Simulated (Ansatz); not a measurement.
# Alloy of Ga2O3 and Al2O3 (12 of 48 Ga sites exchanged), 120 atoms

Wanted: the relaxed alloy cell and its gap (PBEsol, HSE06 and r²SCAN).

Method: density functional theory in Ansatz 0.2.0, PAW datasets, plane waves.

### 1 The system as built

120 atoms (36 Ga, 12 Al, 72 O); a = 12.161 Å, b = 9.046 Å, c = 11.533 Å, α = 90.00°, β = 103.81°, γ = 90.00°. All atoms were shaken off their sites by about 0.02 Å along each axis.

Plan of the steps: (2) PBEsol cell relaxation at the single k point (¼, ¼, ¼), on 1 × data-centre GPU with 4 threads; (3) HSE06 single point at the Γ point alone, on 1 × data-centre GPU with 4 threads; (4) r²SCAN single point at the Γ point alone, on 1 × data-centre GPU with 4 threads.

### 2 PBEsol relaxation of the cell and the positions

Contents of in.yaml:

```yaml
crystal:
  lattice:
    - [12.161235, 0.000000, -0.006818]
    - [0.000000, 9.045692, 0.000000]
    - [-2.745789, 0.000000, 11.201624]
  atoms:
    - { symbol: Ga, position: [0.411993, 0.165966, 0.104083] }
    - { symbol: Ga, position: [0.407077, 0.169505, 0.605035] }
    - { symbol: Ga, position: [0.409801, 0.496182, 0.102447] }
    - { symbol: Ga, position: [0.409948, 0.835761, 0.099784] }
    - { symbol: Ga, position: [0.159777, 0.166014, 0.659642] }
    - { symbol: Ga, position: [0.157945, 0.497375, 0.157059] }
    - { symbol: Ga, position: [0.158378, 0.495960, 0.660230] }
    - { symbol: Ga, position: [0.157155, 0.831448, 0.157770] }
    - { symbol: Ga, position: [0.159003, 0.830977, 0.654706] }
    - { symbol: Ga, position: [0.091176, 0.003222, 0.396048] }
    - { symbol: Ga, position: [0.090430, 0.999975, 0.898091] }
    - { symbol: Ga, position: [0.086873, 0.330085, 0.398662] }
    - { symbol: Ga, position: [0.091296, 0.330453, 0.894777] }
    - { symbol: Ga, position: [0.090428, 0.666030, 0.396980] }
    - { symbol: Ga, position: [0.910985, 0.999595, 0.102680] }
    - { symbol: Ga, position: [0.910419, 0.994345, 0.602128] }
    - { symbol: Ga, position: [0.907589, 0.333491, 0.096926] }
    - { symbol: Ga, position: [0.907486, 0.332461, 0.602576] }
    - { symbol: Ga, position: [0.907657, 0.666061, 0.104141] }
    - { symbol: Ga, position: [0.906787, 0.669117, 0.604168] }
    - { symbol: Ga, position: [0.658764, 0.000553, 0.157297] }
    - { symbol: Ga, position: [0.659481, 0.002233, 0.653951] }
    - { symbol: Ga, position: [0.659337, 0.333956, 0.158210] }
    - { symbol: Ga, position: [0.658719, 0.664014, 0.160025] }
    - { symbol: Ga, position: [0.340194, 0.999985, 0.343995] }
    - { symbol: Ga, position: [0.343513, 0.002408, 0.844128] }
    - { symbol: Ga, position: [0.342101, 0.328272, 0.844121] }
    - { symbol: Ga, position: [0.338605, 0.669389, 0.341194] }
    - { symbol: Ga, position: [0.337183, 0.665073, 0.842545] }
    - { symbol: Ga, position: [0.591542, 0.165170, 0.398117] }
    - { symbol: Ga, position: [0.588479, 0.167139, 0.897515] }
    - { symbol: Ga, position: [0.592166, 0.499258, 0.395947] }
    - { symbol: Ga, position: [0.587909, 0.498833, 0.898982] }
    - { symbol: Ga, position: [0.590239, 0.833636, 0.896196] }
    - { symbol: Ga, position: [0.842039, 0.498524, 0.342019] }
    - { symbol: Ga, position: [0.844921, 0.832294, 0.343966] }
    - { symbol: Al, position: [0.410177, 0.498847, 0.603447] }
    - { symbol: Al, position: [0.411325, 0.831756, 0.604553] }
    - { symbol: Al, position: [0.158358, 0.168879, 0.158174] }
    - { symbol: Al, position: [0.090309, 0.664848, 0.899179] }
    - { symbol: Al, position: [0.656564, 0.329562, 0.655666] }
    - { symbol: Al, position: [0.659552, 0.667370, 0.655778] }
    - { symbol: Al, position: [0.340499, 0.332548, 0.343251] }
    - { symbol: Al, position: [0.589403, 0.834070, 0.403012] }
    - { symbol: Al, position: [0.839414, 0.166750, 0.342771] }
    - { symbol: Al, position: [0.840076, 0.169826, 0.843960] }
    - { symbol: Al, position: [0.839495, 0.499252, 0.842145] }
    - { symbol: Al, position: [0.841829, 0.832329, 0.844518] }
    - { symbol: O, position: [0.335866, 0.168257, 0.445461] }
    - { symbol: O, position: [0.333988, 0.168326, 0.946372] }
    - { symbol: O, position: [0.332550, 0.503434, 0.445380] }
    - { symbol: O, position: [0.335259, 0.499787, 0.943698] }
    - { symbol: O, position: [0.333823, 0.832975, 0.445155] }
    - { symbol: O, position: [0.335743, 0.835193, 0.941837] }
    - { symbol: O, position: [0.323206, 0.165632, 0.218243] }
    - { symbol: O, position: [0.324650, 0.166845, 0.717273] }
    - { symbol: O, position: [0.327412, 0.499048, 0.216911] }
    - { symbol: O, position: [0.327595, 0.502450, 0.722223] }
    - { symbol: O, position: [0.324627, 0.833609, 0.215181] }
    - { symbol: O, position: [0.329575, 0.833449, 0.717297] }
    - { symbol: O, position: [0.002445, 0.163010, 0.372623] }
    - { symbol: O, position: [0.003284, 0.163896, 0.871614] }
    - { symbol: O, position: [0.005230, 0.503037, 0.377287] }
    - { symbol: O, position: [0.004803, 0.500220, 0.874869] }
    - { symbol: O, position: [0.002910, 0.834619, 0.372508] }
    - { symbol: O, position: [0.003705, 0.831093, 0.871336] }
    - { symbol: O, position: [0.163492, 0.996731, 0.051744] }
    - { symbol: O, position: [0.164131, 0.999527, 0.556215] }
    - { symbol: O, position: [0.164859, 0.333587, 0.056305] }
    - { symbol: O, position: [0.161359, 0.330807, 0.553666] }
    - { symbol: O, position: [0.164430, 0.664814, 0.055662] }
    - { symbol: O, position: [0.164398, 0.666834, 0.554273] }
    - { symbol: O, position: [0.834181, 0.000235, 0.445470] }
    - { symbol: O, position: [0.837005, 0.002667, 0.946029] }
    - { symbol: O, position: [0.837148, 0.336377, 0.445677] }
    - { symbol: O, position: [0.834809, 0.336614, 0.942852] }
    - { symbol: O, position: [0.836059, 0.666144, 0.446001] }
    - { symbol: O, position: [0.833776, 0.667506, 0.945415] }
    - { symbol: O, position: [0.175529, 0.998246, 0.282879] }
    - { symbol: O, position: [0.176259, 0.997591, 0.783520] }
    - { symbol: O, position: [0.173463, 0.331794, 0.280481] }
    - { symbol: O, position: [0.173437, 0.335465, 0.783170] }
    - { symbol: O, position: [0.174900, 0.663044, 0.281135] }
    - { symbol: O, position: [0.176224, 0.664025, 0.782650] }
    - { symbol: O, position: [0.826558, 0.000915, 0.217036] }
    - { symbol: O, position: [0.829283, 0.000139, 0.719014] }
    - { symbol: O, position: [0.825197, 0.331649, 0.219318] }
    - { symbol: O, position: [0.824509, 0.334338, 0.717825] }
    - { symbol: O, position: [0.825376, 0.668618, 0.221213] }
    - { symbol: O, position: [0.825967, 0.669152, 0.716603] }
    - { symbol: O, position: [0.493535, 0.000634, 0.126976] }
    - { symbol: O, position: [0.494690, 0.002099, 0.627091] }
    - { symbol: O, position: [0.495425, 0.331561, 0.129954] }
    - { symbol: O, position: [0.493792, 0.333201, 0.624561] }
    - { symbol: O, position: [0.494760, 0.666569, 0.126591] }
    - { symbol: O, position: [0.497562, 0.663119, 0.630440] }
    - { symbol: O, position: [0.502328, 0.000368, 0.368474] }
    - { symbol: O, position: [0.502480, 0.998763, 0.869378] }
    - { symbol: O, position: [0.505437, 0.330753, 0.369206] }
    - { symbol: O, position: [0.505809, 0.333023, 0.873265] }
    - { symbol: O, position: [0.505009, 0.664167, 0.370725] }
    - { symbol: O, position: [0.505706, 0.665445, 0.871029] }
    - { symbol: O, position: [0.665355, 0.163418, 0.051878] }
    - { symbol: O, position: [0.664002, 0.167229, 0.556254] }
    - { symbol: O, position: [0.664453, 0.497777, 0.055596] }
    - { symbol: O, position: [0.662936, 0.504275, 0.555159] }
    - { symbol: O, position: [0.664962, 0.830422, 0.052563] }
    - { symbol: O, position: [0.664198, 0.836291, 0.556469] }
    - { symbol: O, position: [0.674253, 0.164518, 0.282918] }
    - { symbol: O, position: [0.675330, 0.169018, 0.781490] }
    - { symbol: O, position: [0.672497, 0.500347, 0.281063] }
    - { symbol: O, position: [0.674241, 0.503636, 0.781378] }
    - { symbol: O, position: [0.672850, 0.833222, 0.280915] }
    - { symbol: O, position: [0.674240, 0.835091, 0.783175] }
    - { symbol: O, position: [0.994641, 0.164114, 0.128205] }
    - { symbol: O, position: [0.994966, 0.168230, 0.627911] }
    - { symbol: O, position: [0.995320, 0.500319, 0.131373] }
    - { symbol: O, position: [0.996179, 0.495577, 0.630186] }
    - { symbol: O, position: [0.996172, 0.832650, 0.125731] }
    - { symbol: O, position: [0.994066, 0.835809, 0.628164] }
  symmetry: { detect: false }
kpoints:
  mp_grid: { grid: [1, 1, 1], shift: [0.25, 0.25, 0.25] }
hamiltonian:
  xc: pbesol
scf:
  occupations: { method: fermi_dirac, width: 0.01 }
relax:
  f_tol: 0.03
  max_steps: 80
  escape_saddle: false
  adjacent_minimum: "off"
  cell: { fix: [alpha, beta, gamma] }
output:
  forces: true
  eigenvalues: true
  populations: true
```

Started as:

```console
ansatz run in.yaml --threads 4 --pin off --max-ram 61750MiB --runs-dir r --events-out ev --progress --plain --backend cuda --devices 0, --max-vram 37GiB
```

Further steps of the session: Single point with HSE06; Single point with r²SCAN.

**Question.** What will these runs give? Wanted: for each run, top filled to lowest empty.

As calculated:

| level | time | k points | top filled to lowest empty (eV) |
| --- | --- | --- | --- |
| PBEsol, relaxation | 44 s (GPU) | (¼, ¼, ¼) | 3.53 |
| HSE06 | 2 min (GPU) | Γ | 4.59 |
| r²SCAN | 27 s (GPU) | Γ | 3.43 |

```
     quantity                                                                         value
   relaxation                                              5 recorded steps, 2.78 eV gained
largest shift                                                                  0.16 Å (O51)
 relaxed cell  a = 12.160 Å, b = 9.036 Å, c = 11.532 Å, α = 90.00°, β = 103.81°, γ = 90.00°
   mean bonds                                                      Al–O 1.902, Ga–O 1.928 Å
```

**Reading.** The relaxation lowers the energy by 2.78 eV; the largest shift is 0.16 Å (O51), while the volume changes by -0.1 %. The mean lengths differ by only 0.03 Å, over all coordinations together. At the same k points, r²SCAN gives a spacing 1.16 eV smaller than the 4.59 eV of HSE06. The relaxation ran on other k points, so part of any difference from the later rows can come from the mesh. Exact exchange costs time: HSE06 ran about 4.5 times as long as r²SCAN on the same kind of device. With one k point the spacing samples only the states that fold onto it, so it can exceed the gap over the zone.
